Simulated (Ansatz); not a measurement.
# CH4BSe radical: basis-set convergence

How large a basis does CH4BSe radical need? Two functionals are run in growing sets.

Method: one geometry, several basis sets; program: Ansatz 0.2.0, Gaussian basis.

The runs, in order: PBE0-D4/def2-SVP; ωB97M-V/def2-SVP; PBE0-D4/def2-QZVPP; ωB97M-V/def2-QZVPP; the functionals' def2-TZVPP values are taken from earlier runs.

**1. Structure used throughout**

An earlier PBE0-D4 in a triple-zeta def2 set relaxation fixed the geometry.

SMILES `C[B][SeH]`, 7 atoms, charge 0, spin multiplicity 2.

Atoms are counted from 1 here; the program's logs count them from 0.

Bond lengths: C1–B2 1.542 Å, C1–H4 1.095 Å, C1–H5 1.096 Å, C1–H6 1.095 Å, B2–Se3 1.883 Å, Se3–H7 1.488 Å. Angles: B2–C1–H4 110.1°, B2–C1–H5 114.1°, B2–C1–H6 109.8°, H4–C1–H5 108.4°, H4–C1–H6 105.8°, H5–C1–H6 108.3°, C1–B2–Se3 134.9°, B2–Se3–H7 99.9°.

Geometry (Å):

| atom | x (Å) | y (Å) | z (Å) |
| --- | --- | --- | --- |
| C1 | -0.7161 | 0.5439 | -0.1509 |
| B2 | -0.2254 | -0.6944 | 0.6271 |
| Se3 | 1.3957 | -1.6465 | 0.7246 |
| H4 | -1.6030 | 0.2896 | -0.7409 |
| H5 | 0.0345 | 0.9766 | -0.8223 |
| H6 | -1.0374 | 1.3197 | 0.5527 |
| H7 | 2.2131 | -0.8568 | -0.2360 |

**2. PBE0-D4 in def2-SVP**

File in.yaml:

```yaml
crystal:
  periodic: [false, false, false]
  atoms:
    - {symbol: C, position_ang: [-0.716072, 0.543862, -0.150868]}
    - {symbol: B, position_ang: [-0.225443, -0.694425, 0.627085]}
    - {symbol: Se, position_ang: [1.395650, -1.646518, 0.724600]}
    - {symbol: H, position_ang: [-1.603010, 0.289643, -0.740916]}
    - {symbol: H, position_ang: [0.034455, 0.976587, -0.822279]}
    - {symbol: H, position_ang: [-1.037434, 1.319667, 0.552659]}
    - {symbol: H, position_ang: [2.213054, -0.856816, -0.235982]}
basis:
  gaussian: {orbitals: def2-SVP}
magnetization: {spin_polarized: true, initial_magnetization: 1}
hamiltonian: {xc: pbe0, dispersion: d4}
output: {orbitals: {seedname: orbitals}}
```

The run is started by

```bash
$ ansatz run in.yaml --threads 2 --pin off --events-out ev --progress --plain --max-ram 32768MiB --backend cpu
```

After this run come: ωB97M-V in def2-SVP; PBE0-D4 in def2-QZVPP; ωB97M-V in def2-QZVPP.

Before running them: what should the planned runs give, taken together? Wanted: PBE0-D4: double and triple zeta above quadruple; ωB97M-V: double and triple zeta above quadruple.

As calculated:

| quantity | value |
| --- | --- |
| PBE0-D4: double and triple zeta above quadruple | 11.36, 1.48 eV |
| ωB97M-V: double and triple zeta above quadruple | 11.41, 1.43 eV |

**Reading.** PBE0-D4 gains 9.88 eV from double to triple zeta, then 1.48 eV more. Total energies overstate the basis error of differences, where much of it tends to cancel.
